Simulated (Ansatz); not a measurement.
**W: a line through a two-coordinate scan**

The task here is to estimate one member of a computed series from the others.

The COD cell was measured well above room temperature, so it is larger than a cold one.

Method: DFT LDA, scalar-relativistic, plane waves, PAW, in Ansatz 0.2.0.

24 further runs of the same task are left out: 24 set aside as unsound or not needed.

### The structure to begin with

The structure is cubic, space group Im-3m (No. 229). Conventional cell: a = 3.136 Å, b = 3.136 Å, c = 3.136 Å, α = 90.00°, β = 90.00°, γ = 90.00°. Around W (site symmetry m-3m) lie 8 W at 2.72 Å.

As a file:

```cif
data_structure
_symmetry_space_group_name_H-M 'Im-3m'
_symmetry_Int_Tables_number 229
_cell_length_a 3.1362
_cell_length_b 3.1362
_cell_length_c 3.1362
_cell_angle_alpha 90.000
_cell_angle_beta 90.000
_cell_angle_gamma 90.000
_cell_volume 30.85
loop_
_atom_site_label
_atom_site_type_symbol
_atom_site_symmetry_multiplicity
_atom_site_Wyckoff_symbol
_atom_site_fract_x
_atom_site_fract_y
_atom_site_fract_z
_atom_site_occupancy
W1 W 2 a 0.00000 0.00000 0.00000 1
```

This cell was relaxed beforehand with the same method: volume 15.42 Å³/atom, gap on the mesh none (metal).

### The scan

The energy is mapped over volume and the cell's shape.

- volume per atom: 7 values from 13.57 to 17.27 Å³
- length along [111] over the lengths across it, relative to the cubic cell: 9 values from 0.452 to 2.211

Nothing else is relaxed (symmetry fixes all fractional coordinates). Energies count from the relaxed crystal. Points are written as (first, second).

The first run:

input.yaml

```yaml
crystal:
  lattice:
    - [-0.9116675698, 1.5897067757, 1.5897067757]
    - [1.5897067757, -0.9116675698, 1.5897067757]
    - [1.5897067757, 1.5897067757, -0.9116675698]
  atoms:
    - { symbol: W, position: [0.0, 0.0, 0.0] }
basis:
  ecutwfc: 420
kpoints:
  mp_grid: { grid: [22, 22, 22] }
hamiltonian:
  xc: lda
  pseudopotentials: { kind: paw, azcp: { folder: soft_1 } }
scf:
  occupations: { method: gaussian, width: 0.15 }
output:
  forces: true
  stress: true
  eigenvalues: true
```

On the command line:

```bash
ansatz run input.yaml --threads 1 --pin off --max-ram 2048MiB --backend cpu --events-out ev --progress --plain --runs-dir out
```

Steps of the session up to this table: Point (14.19 Å³, 1.813); Grid point (14.81 Å³, 1.813); Grid point (15.42 Å³, 1.813); Point (16.04 Å³, 1.813); Point (16.66 Å³, 1.813); Point (17.27 Å³, 1.813).

One table of the session follows, with a row left open; its other results are not shown here.

It belongs to the step «The line in numbers». 

| volume per atom (Å³) | energy (meV/atom) | slope (meV/atom per Å³) | pressure (GPa) |
| --- | --- | --- | --- |
| 13.57 | 2316 | −606 | 97 |
| 14.19 | 1991 | −453 | 73 |
| 14.81 | 1751 | −327 | 52 |
| 15.42 | ? | ? | ? |
| 16.04 | 1472 | −137 | 22 |
| 16.66 | 1410 | −65 | 10 |
| 17.27 | 1389 | −5 | 1 |

**Question.** Estimate the row for volume per atom (Å³) = 15.42.

Worked estimate for «energy (meV/atom)». A straight line through the neighbours (14.81, 1751) and (16.04, 1472) gives 1751 + (1472 − 1751) × (15.42 − 14.81) / (16.04 − 14.81) = 1613; a parabola fitted to 4 rows on both sides gives 1583.

As computed: energy (meV/atom): 1582; slope (meV/atom per Å³): −224; pressure (GPa): 36. In «energy (meV/atom)» the line misses by +31 and the parabola by +1.

Energies count from the relaxed crystal. Rows without a step come from runs not printed here or follow by symmetry.

What this shows: Along this line the energy keeps falling to 17.27 Å³, the edge of the range. The highest point computed, at 13.57 Å³, lies 927 meV/atom above the lowest.

Caveats from the session: Warnings in the runs' records: pseudo functional mismatch.
